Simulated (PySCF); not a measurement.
# C3H7ClOSi: the cost of one run

Programs: PySCF 2.14.0, with density-fitted response routines of our own. Each step states its level of theory. These are calculated values for one molecule in the gas phase, unless marked as measured. Atoms are numbered from 0 throughout.

## (1) The molecule as given

13 atoms, charge 0, multiplicity 1; geometry from: GFN2-xTB. The atoms were then displaced at random by about 0.01 Å, so the start is not that level's minimum.

Bonds of the start (Å): C0–C1 1.48, C1–C2 1.31, C2–Cl3 1.76, C2–O4 1.33, O4–Si5 1.64, C0–H6 1.08, C0–H7 1.12, C0–H8 1.08, C1–H9 1.07, Si5–H10 1.46, Si5–H11 1.47, Si5–H12 1.46.

## (2) Optimising the geometry at PBE0-D3(BJ)/def2-SVP

What the job is given:

```
{"job": {"xc": "PBE0", "basis": "def2-SVP", "d3": "d3bj", "grid": 1, "shake": 0.01, "kind": "geom"}, "charge": 0, "multiplicity": 1}
C     -2.086720    -0.026900     0.893080
C     -1.367070    -0.278180    -0.379270
C     -0.060590    -0.197030    -0.481900
Cl     0.777250    -0.530340    -1.995820
O      0.772560     0.123710     0.508200
Si     2.406720     0.277440     0.565270
H     -1.407880     0.260760     1.685250
H     -2.796290     0.821710     0.736630
H     -2.676800    -0.876670     1.205830
H     -1.938180    -0.549800    -1.237310
H      2.512260     0.645590     1.976470
H      3.043650    -1.005330     0.249430
H      2.826910     1.318150    -0.371970
```

Command:

```
> OMP_NUM_THREADS=1 python probes_run.py task.json out
```

This one command runs all jobs of the session in turn.

Q: Estimate the wall time and peak memory of this first job on 1 thread of Arm Neoverse V1, shared host.

About 37 s, with a peak of 0.53 GiB.
